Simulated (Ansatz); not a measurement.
# Y3NbO: the cost of one run

Program: Ansatz 0.2.0. Level of theory: DFT PBE, scalar-relativistic, plane waves, PAW. These are calculated values, not measurements.

1 further run of the same task is left out (set aside as unsound or not needed).

## Step 1: The structure to begin with

Symmetry: P-6m2, No. 187, hexagonal system. Conventional cell: a = 4.384 Å, b = 4.384 Å, c = 5.261 Å, α = 90.00°, β = 90.00°, γ = 120.00°. Around Y (site symmetry 3m) lie 5 Y at 2.62 to 2.85 Å and 3 O at 2.85 Å and 3 Nb at 2.86 Å. Around Y (site symmetry -6m2) lie 3 O at 2.53 Å and 2 Nb at 2.63 Å and 6 Y at 2.85 Å. Nb (site symmetry -6m2) is surrounded by 8 Y at 2.63 to 2.86 Å. Around O (site symmetry -6m2) lie 9 Y at 2.53 to 2.85 Å.

As a file:

```cif
data_structure
_symmetry_space_group_name_H-M 'P-6m2'
_symmetry_Int_Tables_number 187
_cell_length_a 4.3838
_cell_length_b 4.3838
_cell_length_c 5.2615
_cell_angle_alpha 90.000
_cell_angle_beta 90.000
_cell_angle_gamma 120.000
_cell_volume 87.57
loop_
_atom_site_label
_atom_site_type_symbol
_atom_site_symmetry_multiplicity
_atom_site_Wyckoff_symbol
_atom_site_fract_x
_atom_site_fract_y
_atom_site_fract_z
_atom_site_occupancy
Y1 Y 2 i 0.66667 0.33333 0.24892 1
Y2 Y 1 a 0.00000 0.00000 0.00000 1
Nb1 Nb 1 b 0.00000 0.00000 0.50000 1
O1 O 1 c 0.33333 0.66667 0.00000 1
```

The cell is invented: species swapped into a database cell of GaFe3As (P-6m2, No. 187), with O on the Ga sites, Y on the Fe sites and Nb on the As sites. The dimensions are guesses.

## Step 2: Probe: one point on a coarse mesh

File input.yaml:

```yaml
crystal:
  lattice:
    - [4.38381969, 0.0, 0.0]
    - [-2.19190984, 3.79649922, 0.0]
    - [0.0, 0.0, 5.26146647]
  atoms:
    - { symbol: "Y", position: [0.66666667, 0.33333333, 0.248919] }
    - { symbol: "Y", position: [0.66666667, 0.33333333, 0.751081] }
    - { symbol: "Y", position: [0.0, 0.0, 0.0] }
    - { symbol: Nb, position: [0.0, 0.0, 0.5] }
    - { symbol: O, position: [0.33333333, 0.66666667, 0.0] }
basis:
  ecutwfc: 420
kpoints:
  mp_grid: { grid: [6, 6, 4] }
hamiltonian:
  xc: pbe
scf:
  occupations: { method: gaussian, width: 0.1 }
  lower_state_search: "off"
output:
  forces: true
  stress: true
  eigenvalues: true
```

On the command line:

```bash
> ansatz run input.yaml --threads 1 --pin off --max-ram 2560MiB --backend cpu --events-out ev --progress --plain --runs-dir out
```

**Question.** How long does this run take on 1 thread of Arm Neoverse V2, shared host, and how much memory does it need?

About 5 s, with a peak of 0.33 GiB.
